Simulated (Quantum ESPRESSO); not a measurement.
The system is MoSe.

```xyz
2
Lattice="3.5002 0.0000 0.0000 0.0000 3.5002 0.0000 0.0000 0.0000 3.5002" Properties=species:S:1:pos:R:3 pbc="T T T"
Mo    0.0000    0.0000    0.0000
Se    1.7501    1.7501    1.7501
```

The cell was built by a generator and needn't be a form met in nature.

Base run:

```yaml
Program: Quantum ESPRESSO 7.5
Functional: LDA
Potentials_or_basis: SSSP 1.3 efficiency PBE
Cutoff: 816 eV
Density_cutoff: 5987 eV
k_mesh: 8 × 8 × 8
Occupations: fermi-dirac, width 0.05 eV
Spin: no spin polarisation
Hubbard_terms: Mo d U = 6 eV
```

Its results: band gap on the k mesh none (metal or under the smearing width); pressure -26.0 GPa.

Task: The run is repeated on the same cell with these changes: hubbard terms from Mo d U = 6 eV to Mo d U = 5 eV. What comes out?

Result: Band gap on the k mesh 0.86 eV, indirect (least direct gap 1.18 eV); pressure -15.2 GPa.

Caveats: the potentials were made for another functional, which shifts forces and pressure; U without spin polarisation on a metal has little footing (some runs).

A k mesh can miss the band edges.

Not every run made on this cell is shown here.
